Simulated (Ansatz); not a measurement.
# InSe: the cost of one run

Method: DFT PBE+D3(BJ), scalar-relativistic, plane waves, PAW, and further levels as typed in the inputs, in Ansatz 0.2.0.

## (1) Starting point

Symmetry: Cm, No. 8, monoclinic system. Conventional cell: a = 6.928 Å, b = 4.040 Å, c = 48.340 Å, α = 90.00°, β = 90.00°, γ = 90.00°. Se (site symmetry m) is surrounded by 3 In at 2.65 to 2.66 Å. Around In (site symmetry m) lie 3 Se at 2.65 to 2.66 Å and 1 In at 2.79 Å. Only part of the 16 independent sites is listed.

Structure file:

```cif
data_structure
_symmetry_space_group_name_H-M 'P 1'
_symmetry_Int_Tables_number 1
_cell_length_a 4.0400
_cell_length_b 4.0100
_cell_length_c 48.3400
_cell_angle_alpha 90.000
_cell_angle_beta 90.000
_cell_angle_gamma 120.247
_cell_volume 676.52
loop_
_atom_site_label
_atom_site_type_symbol
_atom_site_fract_x
_atom_site_fract_y
_atom_site_fract_z
_atom_site_occupancy
Se1 Se 0.33333 0.66667 0.18618 1
In1 In 0.00000 0.00000 0.21297 1
In2 In 0.00000 0.00000 0.27069 1
Se2 Se 0.33333 0.66667 0.29748 1
Se3 Se 0.00000 0.00000 0.35830 1
In3 In 0.66667 0.33333 0.38508 1
In4 In 0.66667 0.33333 0.44280 1
Se4 Se 0.00000 0.00000 0.46959 1
Se5 Se 0.66667 0.33333 0.53041 1
In5 In 0.33333 0.66667 0.55720 1
In6 In 0.33333 0.66667 0.61492 1
Se6 Se 0.66667 0.33333 0.64170 1
Se7 Se 0.33333 0.66667 0.70252 1
In7 In 0.00000 0.00000 0.72931 1
In8 In 0.00000 0.00000 0.78703 1
Se8 Se 0.33333 0.66667 0.81382 1
```

## (2) Relaxing the atoms: In8Se8 sheet, no spin

input.yaml reads:

```yaml
crystal:
  lattice:
    - [4.04, 0.0, 0.0]
    - [-2.02, 3.4641016151, 0.0]
    - [0.0, 0.0, 48.34]
  atoms:
    - { symbol: Se, position: [0.3333333333, 0.6666666667, 0.1861812164] }
    - { symbol: In, position: [0.0, 0.0, 0.2129706247] }
    - { symbol: In, position: [0.0, 0.0, 0.2706868018] }
    - { symbol: Se, position: [0.3333333333, 0.6666666667, 0.2974762102] }
    - { symbol: Se, position: [0.0, 0.0, 0.3582954075] }
    - { symbol: In, position: [0.6666666667, 0.3333333333, 0.3850848159] }
    - { symbol: In, position: [0.6666666667, 0.3333333333, 0.442800993] }
    - { symbol: Se, position: [0.0, 0.0, 0.4695904013] }
    - { symbol: Se, position: [0.6666666667, 0.3333333333, 0.5304095987] }
    - { symbol: In, position: [0.3333333333, 0.6666666667, 0.557199007] }
    - { symbol: In, position: [0.3333333333, 0.6666666667, 0.6149151841] }
    - { symbol: Se, position: [0.6666666667, 0.3333333333, 0.6417045925] }
    - { symbol: Se, position: [0.3333333333, 0.6666666667, 0.7025237898] }
    - { symbol: In, position: [0.0, 0.0, 0.7293131982] }
    - { symbol: In, position: [0.0, 0.0, 0.7870293753] }
    - { symbol: Se, position: [0.3333333333, 0.6666666667, 0.8138187836] }
  periodic: [true, true, false]
scf:
  occupations: { method: gaussian, width: 0.02 }
  n_extra_bands: 6
output:
  forces: true
  stress: false
  write_density: true
  write_potential: true
  elf: true
  volumetric_format: npy
kpoints:
  mp_grid: { grid: [8, 8, 1] }
hamiltonian:
  xc: pbe
  dispersion: d3bj
relax:
  f_tol: 0.006
  max_steps: 100
```

Command:

```
$ ansatz run input.yaml --threads 8 --pin off --max-ram 24576MiB --backend cpu --events-out ev --progress --plain --runs-dir out
```

What time and memory should one allow on 8 threads of AMD EPYC 7R43 (Zen 3), shared host?

About 6.2 min, with a peak of 6.8 GiB.
